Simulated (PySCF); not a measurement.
# F6Ir ([IrF6]2-): the cost of one run

Programs: PySCF 2.14.0, with routines of our own; each step states its level. All values are computed. Atoms count from 0.

## (1) The starting structure

7 atoms, charge -2, states of the metal's open shell are computed; geometry from: model start, shaken.

## (2) Optimising the geometry at PBE0-D3(BJ)/def2-TZVP

The job: settings as JSON, then the geometry in Å.

```
{"job": {"xc": "PBE0", "basis": "def2-TZVP", "d3": "d3bj", "grid": 1, "maxiter": 45, "solvent": "water", "kind": "geom"}, "charge": -2, "metal": "Ir", "open_shell": "d5"}
Ir     0.000020     0.004480    -0.004110
F     -0.013360    -0.006820     1.910130
F      0.000900     0.020100    -1.932380
F      1.915690     0.007350     0.005350
F     -1.923420    -0.013960    -0.000440
F      0.010430     1.904840    -0.006860
F     -0.028520    -1.944340    -0.027630
```

Command:

```
$ OMP_NUM_THREADS=1 python lf_run.py task.json out
```

This one command runs all jobs of the session in turn.

**Question.** How long does this first job take on 1 thread of Arm Neoverse V2, shared host, and how much memory does it need?

About 3.4 min, with a peak of 1.4 GiB.
